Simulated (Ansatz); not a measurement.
# ZrH4S4: shape, modes and thermochemistry

The task is to find a stationary geometry of ZrH4S4, check the end point by its vibrations and derive ideal-gas thermochemistry.

The runs use Ansatz 0.2.0, Gaussian basis; RKS PBE0-D4/def2-TZVP.

Plan: relaxation at PBE0-D4/def2-TZVP; harmonic vibrations at the same level.

1 further run of the same task is left out (set aside as unsound or not needed).

### 1 Starting geometry

SMILES `[SH][Zr]([SH])([SH])[SH]`, 9 atoms, charge 0, spin multiplicity 1.

Atoms are counted from 1 here; the program's logs count them from 0.

Bond lengths: S1–Zr2 2.455 Å, S1–H6 1.341 Å, Zr2–S3 2.456 Å, Zr2–S4 2.455 Å, Zr2–S5 2.454 Å, S3–H7 1.343 Å, S4–H8 1.341 Å, S5–H9 1.341 Å. Angles: Zr2–S1–H6 93.6°, S1–Zr2–S3 103.8°, S1–Zr2–S4 101.1°, S1–Zr2–S5 104.1°, S3–Zr2–S4 105.0°, S3–Zr2–S5 122.0°, S4–Zr2–S5 117.9°, Zr2–S3–H7 92.3°, Zr2–S4–H8 93.5°, Zr2–S5–H9 93.2°.

The start is a GFN2-xTB geometry. Zr takes the def2 core potential; no spin-orbit term is included.

### 2 Geometry optimisation, PBE0-D4/def2-TZVP

File in.yaml:

```yaml
crystal:
  periodic: [false, false, false]
  atoms:
    - {symbol: S, position_ang: [-0.445620, 1.097290, -1.664170]}
    - {symbol: Zr, position_ang: [0.076950, 0.059100, 0.498530]}
    - {symbol: S, position_ang: [2.408730, -0.669620, 0.248290]}
    - {symbol: S, position_ang: [-1.249650, -2.001920, 0.364530]}
    - {symbol: S, position_ang: [-0.587300, 1.748700, 2.149930]}
    - {symbol: H, position_ang: [-1.615480, 0.453360, -1.785010]}
    - {symbol: H, position_ang: [2.332860, -0.632220, -1.092060]}
    - {symbol: H, position_ang: [-0.188670, -2.762090, 0.057010]}
    - {symbol: H, position_ang: [-0.731820, 2.707400, 1.222960]}
basis:
  gaussian: {orbitals: def2-TZVP}
hamiltonian: {xc: pbe0, dispersion: d4}
relax: {f_tol: 0.005, max_steps: 150}
```

The run is started by

```console
ansatz run in.yaml --threads 2 --pin off --events-out ev --progress --plain --max-ram 32768MiB --backend cuda --devices 0, --max-vram 18GiB
```

Further steps of the session: Vibrations by finite differences.

Q: Predict the results of all the runs planned. Wanted: point group; shift from the start; total energy; dispersion term; dipole moment; lowest, highest wavenumber; zero-point energy.

The runs gave:

| quantity | value |
| --- | --- |
| point group | D2 |
| steps | 46 |
| shift from the start (rms) | 0.641 Å |
| total energy | -44678.9462 eV |
| dispersion term | -307 meV |
| dipole moment | 0.00 D |
| lowest, highest wavenumber | 72, 2664 cm⁻¹ |
| zero-point energy | 91.1 kJ/mol |
| entropy at 298.15 K | 444.2 J/(mol K) |

In words: The relaxed geometry lies 0.64 Å (rms) from the start; the bond that changed most is Zr2–S3, from 2.456 to 2.422 Å. All wavenumbers are real, so the end point is a minimum. The stiffest mode, 2664 cm⁻¹, is an S–H stretch, and 7 modes under 200 cm⁻¹ make the vibrational entropy uncertain. Harmonic hybrid wavenumbers usually lie a few per cent above measured fundamentals. The largest Mulliken charge, +0.99 e, sits on Zr2.
